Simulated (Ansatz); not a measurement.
**C2H7ClGeO2: one species, many methods**

How much do the methods differ for C2H7ClGeO2? The plan is to run it at one geometry with functionals of several rungs and with coupled cluster, and see how far each lands from CCSD(T) at the basis-set limit for the atomisation energy.

The runs use Ansatz 0.2.0, Gaussian basis; functionals in def2-TZVPP, the program's frozen cores in correlated methods.

Levels to be run: PBE-D4, r2SCAN-D4, PBE0-D4, B3LYP-D4, ωB97X-V, ωB97M-V, B2PLYP; CCSD(T)/def2-TZVPP; MP2/def2-QZVPP; extrapolation to the limit.

## Step 1: Structure used throughout

The geometry comes from an earlier relaxation with PBE0-D4 in a triple-zeta def2 set; it is a stationary point, not always the lowest conformer.

SMILES `C[O][Ge]([CH3])([OH])[Cl]`, 13 atoms, charge 0, spin multiplicity 1.

Atoms are counted from 1 here; the program's logs count them from 0.

Bond lengths: C1–O2 1.411 Å, C1–H7 1.097 Å, C1–H8 1.092 Å, C1–H9 1.095 Å, O2–Ge3 1.763 Å, Ge3–C4 1.924 Å, Ge3–O5 1.755 Å, Ge3–Cl6 2.163 Å, C4–H10 1.090 Å, C4–H11 1.090 Å, C4–H12 1.090 Å, O5–H13 0.961 Å. Angles: O2–C1–H7 112.0°, O2–C1–H8 107.6°, O2–C1–H9 111.9°, H7–C1–H8 108.1°, H7–C1–H9 108.6°, H8–C1–H9 108.6°, C1–O2–Ge3 121.3°, O2–Ge3–C4 115.7°, O2–Ge3–O5 105.4°, O2–Ge3–Cl6 106.4°, C4–Ge3–O5 109.3°, C4–Ge3–Cl6 110.0°, O5–Ge3–Cl6 109.9°, Ge3–C4–H10 109.2°, Ge3–C4–H11 109.2°, Ge3–C4–H12 110.0°, H10–C4–H11 109.6°, H10–C4–H12 109.2° and more.

Coordinates:

```mol
C2H7ClGeO2
  3D, bonds by distance, orders not assigned

 13 12  0  0  0  0  0  0  0  0999 V2000
    0.0930   -1.7784   -1.0901 C   0  0
    0.6585   -1.1339    0.0303 O   0  0
   -0.1003    0.2848    0.7517 Ge  0  0
    0.0237    1.9080   -0.2733 C   0  0
    0.7065    0.5099    2.2934 O   0  0
   -2.1763   -0.2314    1.0748 Cl  0  0
    0.0980   -1.1355   -1.9790 H   0  0
    0.6994   -2.6603   -1.3051 H   0  0
   -0.9359   -2.1010   -0.8989 H   0  0
   -0.4397    2.7205    0.2858 H   0  0
    1.0737    2.1400   -0.4518 H   0  0
   -0.4935    1.7873   -1.2247 H   0  0
    0.7927   -0.3100    2.7870 H   0  0
  1  2  8  0
  2  3  8  0
  3  4  8  0
  3  5  8  0
  3  6  8  0
  1  7  8  0
  1  8  8  0
  1  9  8  0
  4 10  8  0
  4 11  8  0
  4 12  8  0
  5 13  8  0
M  END
```

## Step 2: PBE-D4 (GGA)

in.yaml reads:

```yaml
crystal:
  periodic: [false, false, false]
  atoms:
    - {symbol: C, position_ang: [0.093022, -1.778370, -1.090060]}
    - {symbol: O, position_ang: [0.658535, -1.133918, 0.030324]}
    - {symbol: Ge, position_ang: [-0.100281, 0.284829, 0.751657]}
    - {symbol: C, position_ang: [0.023713, 1.907954, -0.273317]}
    - {symbol: O, position_ang: [0.706474, 0.509926, 2.293418]}
    - {symbol: Cl, position_ang: [-2.176294, -0.231381, 1.074792]}
    - {symbol: H, position_ang: [0.098005, -1.135466, -1.978970]}
    - {symbol: H, position_ang: [0.699432, -2.660303, -1.305139]}
    - {symbol: H, position_ang: [-0.935912, -2.101025, -0.898880]}
    - {symbol: H, position_ang: [-0.439664, 2.720455, 0.285785]}
    - {symbol: H, position_ang: [1.073731, 2.140008, -0.451826]}
    - {symbol: H, position_ang: [-0.493481, 1.787273, -1.224749]}
    - {symbol: H, position_ang: [0.792710, -0.309992, 2.786964]}
basis:
  gaussian: {orbitals: def2-TZVPP}
hamiltonian: {xc: pbe, dispersion: d4}
output: {forces: true, orbitals: {seedname: orbitals}}
```

On the command line:

```bash
$ ansatz run in.yaml --threads 2 --pin off --events-out ev --progress --plain --max-ram 32768MiB --backend cuda --devices 0, --max-vram 18GiB
```

After this run come: r2SCAN-D4 (meta-GGA); PBE0-D4 (hybrid); B3LYP-D4 (hybrid); ωB97X-V (range-separated); ωB97M-V (range-separated); B2PLYP (double hybrid); CCSD(T) in def2-TZVPP; MP2 in def2-QZVPP.

Q: Predict the results of all the runs planned. Wanted: atomisation energy, CCSD(T)/CBS; farthest; mean size of error, hybrid; mean size of error, range-separated; gap, smallest and largest; T1 diagnostic; triples share of the correlation energy.

The runs gave:

```
                               quantity                                           value
        atomisation energy, CCSD(T)/CBS                                   4823.4 kJ/mol
 functionals within 48.2 kJ/mol (1.0 %)  r2SCAN-D4, PBE0-D4, B3LYP-D4, ωB97X-V, ωB97M-V
                               farthest                           B2PLYP (-77.8 kJ/mol)
             mean size of error, hybrid                                     39.4 kJ/mol
    mean size of error, range-separated                                     10.5 kJ/mol
              gap, smallest and largest            5.78 eV (PBE-D4), 12.94 eV (ωB97X-V)
                          T1 diagnostic                                          0.0110
triples share of the correlation energy                                           3.7 %
```

What this shows: PBE-D4 misses by +59.6 kJ/mol. Double hybrids carry the basis error of their MP2 part in triple zeta, and no dispersion term here, so their miss is partly the set-up's. Misses under about 48.2 kJ/mol are within the doubt on the reference itself, which lacks core-valence correlation, relativity and higher excitations, and its outer-core shells are covered unevenly. Hartree-Fock recovers 72 % of the binding; the rest is correlation. Orbital gaps span 5.8 to 12.9 eV; exact exchange widens them. Correlated methods include outer-core shells of Ge, which these sets cover unevenly.
